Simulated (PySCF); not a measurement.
# CH2CeO (Ce(H2CO)3+): the cost of one run

Method: PBE0, Ce lcecp-1-SVP with ECP47, O def2-SVP, C def2-SVP, H def2-SVP; scalar-relativistic core potentials, no spin–orbit coupling; program: PySCF 2.14.0.

1 further run of the same task is left out (for a known fault of the program).

**1. The system as given**

5 atoms, charge 3, spin multiplicity 1.

Bond lengths: Ce1–O2 2.547 Å, O2–C3 1.220 Å, C3–H4 1.105 Å, C3–H5 1.105 Å. Angles: Ce1–O2–C3 180.0°, O2–C3–H4 121.7°, O2–C3–H5 121.7°, H4–C3–H5 116.6°.

Geometry (Å):

```xyz
5
charge 3, multiplicity 1
Ce    0.0000    0.0000    0.0000
O     0.0000    0.0000    2.5475
C     0.0000    0.0000    3.7675
H     0.9400    0.0000    4.3475
H    -0.9400    0.0000    4.3475
```

Formal oxidation states: Ce +3. Each metal's 1 4f electrons lie in its core potential, so multiplicities, spins and levels count the valence alone.

**2. SCF at the start, singlet**

The input, run.py (the lines that set the calculation):

```python
mol = gto.M(atom='''
Ce     0.00000     0.00000     0.00000
O      0.00000     0.00000     2.54750
C      0.00000     0.00000     3.76750
H      0.94000     0.00000     4.34750
H     -0.94000     0.00000     4.34750''',
    basis={'Ce': 'lcecp-1-SVP', 'O': 'def2-SVP', 'C': 'def2-SVP', 'H': 'def2-SVP'},
    ecp={'Ce': 'lcecp-1-SVP'},
    charge=3, spin=0)
mf = dft.RKS(mol, xc='PBE0')
mf.grids.atom_grid = (50, 194)  # f atoms: unpruned, at least (60, 302)
mf = mf.density_fit()  # fitting sets: Ce AutoAux, O def2-universal-JKFIT, C def2-universal-JKFIT, H def2-universal-JKFIT
mf.conv_tol = 1e-08; mf.max_cycle = 55
mf.kernel(dm0)  # dm0: free metal ions and neutral atoms
```

Command:

```bash
> OMP_NUM_THREADS=2 python run.py
```

**Question.** How long does this run take on 2 threads of Arm Neoverse V2, shared host, and how much memory does it need?

About 1.9 s, with a peak of 0.39 GiB.
